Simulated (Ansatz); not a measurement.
Geometry optimisation, DFT r2SCAN, scalar-relativistic, plane waves, PAW in Ansatz 0.2.0.

input.yaml

```yaml
accuracy: low
crystal:
  lattice:
    - [5.70502, 0.0, 0.0]
    - [-2.85251, 4.940692, 0.0]
    - [0.0, 0.0, 20.000425]
  atoms:
    - { symbol: W, position: [0.0, 0.0, 0.0499989] }
    - { symbol: C, position: [0.3333333, 0.1666667, 0.1200017] }
    - { symbol: W, position: [0.0, 0.0, 0.1900045] }
    - { symbol: C, position: [0.3333333, 0.1666667, 0.2600072] }
    - { symbol: W, position: [0.0, 0.0, 0.33001] }
    - { symbol: C, position: [0.3333333, 0.1666667, 0.4000127] }
    - { symbol: W, position: [0.0, 0.5, 0.0499989] }
    - { symbol: C, position: [0.3333333, 0.6666667, 0.1200017] }
    - { symbol: W, position: [0.0, 0.5, 0.1900045] }
    - { symbol: C, position: [0.3333333, 0.6666667, 0.2600072] }
    - { symbol: W, position: [0.0, 0.5, 0.33001] }
    - { symbol: C, position: [0.3333333, 0.6666667, 0.4000127] }
    - { symbol: W, position: [0.5, 0.0, 0.0499989] }
    - { symbol: C, position: [0.8333333, 0.1666667, 0.1200017] }
    - { symbol: W, position: [0.5, 0.0, 0.1900045] }
    - { symbol: C, position: [0.8333333, 0.1666667, 0.2600072] }
    - { symbol: W, position: [0.5, 0.0, 0.33001] }
    - { symbol: C, position: [0.8333333, 0.1666667, 0.4000127] }
    - { symbol: W, position: [0.5, 0.5, 0.0499989] }
    - { symbol: C, position: [0.8333333, 0.6666667, 0.1200017] }
    - { symbol: W, position: [0.5, 0.5, 0.1900045] }
    - { symbol: C, position: [0.8333333, 0.6666667, 0.2600072] }
    - { symbol: W, position: [0.5, 0.5, 0.33001] }
    - { symbol: C, position: [0.8333333, 0.6666667, 0.4000127] }
    - { symbol: Cl, position: [0.8295633, 0.9334427, 0.5165103] }
    - { symbol: Cl, position: [1.1824857, 0.938199, 0.5190102] }
basis:
  ecutwfc: 500.0
kpoints:
  mp_grid: { grid: [2, 2, 1] }
hamiltonian:
  xc: r2scan
  pseudopotentials: { kind: paw, azcp: { folder: soft_1 } }
scf:
  occupations: { method: fermi_dirac, width: 0.1 }
  lower_state_search: "off"
relax:
  f_tol: 0.08
  max_steps: 25
  adjacent_minimum: "off"
  constraints: [{ sites: [0, 1, 6, 7, 12, 13, 18, 19] }]
```

Command:

```bash
$ ansatz run input.yaml --threads 4 --pin off --max-ram 10240MiB --backend cpu --events-out ev --progress --plain --runs-dir out
```

Task: Where does it end, and by what steps?

Result: The run converged. The force dipped under the threshold on the way, but the program's further checks kept it going. Limits of this set-up: coarse k mesh, thin slab, slab without dipole correction, no dispersion correction for a molecule that may bind weakly, a typed lattice constant that wasn't relaxed here, low accuracy level. After 15 steps the energy has fallen by 3.656 eV; Cl26 moved furthest, 1.03 Å.

| step | energy less start (eV) | largest force component (eV/Å) | accepted |
| --- | --- | --- | --- |
| 0 | 0.0000 | 5.797 | yes |
| 1 | -3.3093 | 1.093 | yes |
| 2 | -3.5519 | 0.545 | yes |
| 3 | -3.6163 | 0.111 | yes |
| 4 | -3.6258 | 0.129 | yes |
| 5 | -3.6303 | 0.083 | yes |
| 6 | -3.6338 | 0.328 | yes |
| 7 | -3.6401 | 0.327 | yes |
| 8 | -3.6524 | 0.044 | yes |
| 9 | -3.6524 | 0.043 | yes |
| 10 | -3.6391 | 0.558 | no |
| 11 | -3.6540 | 0.094 | yes |
| 12 | -3.6547 | 0.017 | yes |
| 13 | -3.6547 | 0.017 | yes |
| 14 | -3.6551 | 0.015 | yes |
| 15 | -3.6556 | 0.024 | yes |

```xyz
26
Lattice="5.7050 0.0000 0.0000 -2.8525 4.9407 0.0000 0.0000 0.0000 20.0004" Properties=species:S:1:pos:R:3
W 0.000 0.000 1.000
C 1.426 0.823 2.400
W 0.000 0.000 3.847
C 1.426 0.824 5.207
W -0.001 0.001 6.750
C 1.426 0.825 7.867
W -1.426 2.470 1.000
C 0.000 3.294 2.400
W -1.426 2.471 3.847
C 0.000 3.294 5.207
W -1.426 2.472 6.753
C 0.001 3.295 7.870
W 2.853 0.000 1.000
C 4.279 0.823 2.400
W 2.852 0.000 3.847
C 4.279 0.824 5.208
W 2.852 0.000 6.752
C 4.280 0.823 7.868
W 1.426 2.470 1.000
C 2.853 3.294 2.400
W 1.426 2.471 3.847
C 2.853 3.294 5.208
W 1.425 2.472 6.751
C 2.852 3.296 7.867
Cl 1.834 4.128 10.918
Cl 3.546 5.128 11.123
```

Whether the end is a true minimum wasn't checked by a vibrational analysis.

Time of the run: 2.7 min on 4 threads of Intel(R) Xeon(R) CPU @ 2.60GHz (Ice Lake) (shared host), peak memory 2.5 GiB.
